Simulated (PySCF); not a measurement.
**GeO2: relaxation and vibrations of the singlet**

Where does singlet GeO2 go from a linear start, is the end point a minimum, and what are its modes, charges and moments?

Method: B3LYP, basis Ge def2-TZVP, O def2-TZVP, no relativity, density fitting; program: PySCF 2.14.0.

**1. Where the work starts**

3 atoms, charge 0, spin multiplicity 1.

Bond lengths: Ge1–O2 1.680 Å, Ge1–O3 1.680 Å. Angles: O2–Ge1–O3 180.0°.

Coordinates in bohr (charge 0 multiplicity 1):
```
Ge    0.0000    0.0000    0.0000
O     0.0000    0.0000    3.1747
O     0.0000    0.0000   -3.1747
```

**2. The SCF at the typed geometry**

The steps below are one call of a driver around PySCF. For each, scf.py gives the equivalent set-up of the SCF; relaxations use the driver's own optimiser. After this first run the driver tries any further starts and a stability analysis.

Contents of scf.py:

```python
from pyscf import gto, scf, dft
mol = gto.M(atom='''
Ge     0.000000     0.000000     0.000000
O      0.000000     0.000000     1.680000
O      0.000000     0.000000    -1.680000''',
    basis={'Ge': 'def2-TZVP', 'O': 'def2-TZVP'},
    charge=0, spin=0)
mf = dft.RKS(mol, xc='B3LYP')
mf.grids.atom_grid = (50, 194)
aux = {'Ge': 'def2-universal-JKFIT', 'O': 'def2-universal-JKFIT'}
mf = mf.density_fit(auxbasis=aux)
mf.conv_tol = 1e-08
mf.diis_space = 10
mf.max_cycle = 60
mf.init_guess = 'minao'
mf.verbose = 4
mf.kernel()
```

Started as:

```bash
$ OMP_NUM_THREADS=2 python axn.py task.json out
```

What it wrote:

```text
init E= -2226.98627736451
  HOMO = -0.414968122232609  LUMO = -0.185472500901945  gap/eV = 6.24489
cycle= 1 E= -2227.05309456859  delta_E= -0.0668  |g|=  1.6  |ddm|= 2.07
  HOMO = -0.129535695507533  LUMO = -0.0371189248620212  gap/eV = 2.51479
cycle= 2 E= -2224.19594228244  delta_E= 2.86  |g|= 3.85  |ddm|= 3.08
  HOMO = -0.343391960306845  LUMO = -0.145937816246636  gap/eV = 5.37300
cycle= 3 E= -2227.49590687004  delta_E= -3.3  |g|= 0.273  |ddm|= 2.46
  HOMO = -0.31815907450738  LUMO = -0.135606787682853  gap/eV = 4.96750
cycle= 4 E= -2227.50543788587  delta_E= -0.00953  |g|= 0.223  |ddm|= 0.288
  HOMO = -0.332343564465148  LUMO = -0.14387612450178  gap/eV = 5.12846
cycle= 5 E= -2227.51294764223  delta_E= -0.00751  |g|= 0.0269  |ddm|= 0.0884
  HOMO = -0.331886232199353  LUMO = -0.141863613525935  gap/eV = 5.17078
cycle= 6 E= -2227.51311168038  delta_E= -0.000164  |g|= 0.00599  |ddm|= 0.0216
  HOMO = -0.332491919796989  LUMO = -0.14229091809046  gap/eV = 5.17563
cycle= 7 E= -2227.51311844481  delta_E= -6.76e-06  |g|= 0.00134  |ddm|= 0.00242
  HOMO = -0.33252106877062  LUMO = -0.142258880694285  gap/eV = 5.17730
cycle= 8 E= -2227.5131188344  delta_E= -3.9e-07  |g|= 0.000128  |ddm|= 0.000823
  HOMO = -0.332522908709234  LUMO = -0.142252678870804  gap/eV = 5.17752
cycle= 9 E= -2227.51311883786  delta_E= -3.46e-09  |g|= 1.12e-05  |ddm|= 9.16e-05
  HOMO = -0.332521487261179  LUMO = -0.142252815696466  gap/eV = 5.17747
Extra cycle  E= -2227.51311883772  delta_E= 1.33e-10  |g|= 2.93e-05  |ddm|= 2.49e-05
converged SCF energy = -2227.51311883772
```

This step, with its further starts and checks, took 4.7 s on 2 threads of Arm Neoverse V1, shared host.

No lower closed-shell solution turned up in the test of internal stability.

**3. Relaxation: linear start, singlet**

The program finds D∞h symmetry in the start, which this walk keeps. Threshold on the gradient: 0.0003 Eh/bohr, with a further test on the energy change.

scf.py: that of step 2 with these lines changed.

```diff
@@ -15 +14,0 @@
-mf.init_guess = 'minao'
```

The optimiser's trace:

```csv
step,energy (Eh),change (kJ/mol),largest symmetric gradient (Eh/bohr)
0,-2227.513119,0.00,0.04298
1,-2227.517291,-10.95,0.01771
2,-2227.517882,-12.51,0.00279
3,-2227.517898,-12.55,0.00015
4,-2227.517898,-12.55,0.00000
```

The walk took 6.5 s.

Positions (Å) and forces (eV/Å) along the way:

```
step 0
Ge   0.000   0.000   0.000   0.000   0.000   0.000
O    0.000   0.000   1.680   0.000   0.000  -2.210
O    0.000   0.000  -1.680   0.000   0.000   2.210
step 1
Ge   0.000   0.000   0.000   0.000   0.000   0.000
O    0.000   0.000   1.606   0.000   0.000   0.910
O    0.000   0.000  -1.606   0.000   0.000  -0.910
step 2
Ge   0.000   0.000   0.000   0.000   0.000   0.000
O    0.000   0.000   1.627   0.000   0.000  -0.143
O    0.000   0.000  -1.627   0.000   0.000   0.143
step 3
Ge   0.000   0.000   0.000   0.000   0.000   0.000
O    0.000   0.000   1.624   0.000   0.000  -0.008
O    0.000   0.000  -1.624   0.000   0.000   0.008
step 4
Ge   0.000   0.000   0.000   0.000   0.000   0.001
O    0.000   0.000   1.624   0.000   0.000  -0.001
O    0.000   0.000  -1.624   0.000   0.000  -0.001
```

End point (D∞h, 4 steps, 12.5 kJ/mol gained): Ge–O 1.624 Å (×2); O–Ge–O 180.0°.

**4. Vibrations and properties at this point**

On the finer grid the gradient is checked again; gradients at displacements of ±0.02 bohr then give force constants and infrared intensities.

scf.py: that of step 3 with these lines changed.

```diff
@@ -3,3 +3,3 @@
-Ge     0.000000     0.000000     0.000000
-O      0.000000     0.000000     1.680000
-O      0.000000     0.000000    -1.680000''',
+Ge    -0.000000     0.000000    -0.000000
+O     -0.000000     0.000000     1.624150
+O      0.000000     0.000000    -1.624150''',
@@ -9 +9 @@
-mf.grids.atom_grid = (50, 194)
+mf.grids.atom_grid = (75, 302)
@@ -12 +12 @@
-mf.conv_tol = 1e-08
+mf.conv_tol = 1e-10
```

The driver hands on the density of the step before, so the log starts near convergence.

Log of the central SCF (cycles and frontier levels):

```text
init E= -2227.51784307736
  HOMO = -0.335279671879901  LUMO = -0.127595257635065  gap/eV = 5.65138
cycle= 1 E= -2227.51784307734  delta_E= 1.55e-11  |g|= 7e-06  |ddm|= 5.09e-06
  HOMO = -0.33527814184258  LUMO = -0.127594736443321  gap/eV = 5.65135
Extra cycle  E= -2227.51784307729  delta_E= 5.55e-11  |g|= 1.85e-05  |ddm|= 1.31e-05
converged SCF energy = -2227.51784307729
```

The whole step took 17 s.

Geometry: D∞h; Ge–O 1.624 Å (×2); O–Ge–O 180.0°.

Modes, for the most abundant isotopes:

```csv
symmetry,ω (cm⁻¹),IR (km/mol),μ (u),type
πu,205,76.8,20.95,bend
σg+,891,0.0,15.99,stretch
σu+,1068,75.9,20.95,stretch
```

Every mode is real; the point is a minimum.

Constants and moments:

```yaml
Dipole_moment: 0.00 D
Highest_occupied_level: -9.12 eV
Lowest_empty_level: -3.47 eV
Rotational_constants: 0.1998 cm⁻¹
Zero-point_energy: 14.2 kJ/mol
Principal_polarisabilities: 22.8, 22.8, 44.7 bohr³
Atomisation_energy_without_zero-point_energy: 945 kJ/mol
Principal_traceless_quadrupole_moments_about_the_centre_of_mass: -12.80, 6.40, 6.40 D Å
Entropy_at_298.15_K_and_1_bar: 245.6 J/(mol K)
Heat_capacity_Cp_at_298.15_K: 47.9 J/(mol K)
Enthalpy_at_298.15_K_above_0_K: 11.80 kJ/mol
Rotational_symmetry_number: 2
```

Populations by atom (charges in e):

| atom | Mulliken | Löwdin | polar tensor | Mayer order to Ge1 |
| --- | --- | --- | --- | --- |
| Ge1 | 0.86 | 0.57 | 1.06 | – |
| O2,3 | -0.43 | -0.28 | -0.53 | 2.05 |

Mulliken populations on Ge1: s 7.09, p 13.58, d 10.37, f 0.10.

**5. Results**

| quantity | value |
| --- | --- |
| minimum | singlet, D∞h |
| geometry | Ge–O 1.624 Å (×2); O–Ge–O 180.0° |
| wavenumbers (cm⁻¹) | 205 (πu), 891 (σg+), 1068 (σu+) |
| dipole moment | 0.00 D |
| highest occupied, lowest empty level | -9.12, -3.47 eV |
| polar-tensor charge of Ge1 | +1.06 e |
| zero-point energy | 14.2 kJ/mol |
| entropy at 298.15 K | 245.6 J/(mol K) |
| atomisation energy (no zero-point energy) | 945 kJ/mol |

The linear start keeps its D∞h symmetry and ends in a minimum. The strongest infrared band lies at 205 cm⁻¹ (πu, bend). The dipole vanishes although Ge1 carries +1.1 e by the polar tensor: the bond dipoles cancel. Other starts or spin states, not run here, may lie lower.

The search up to here took 28 s.
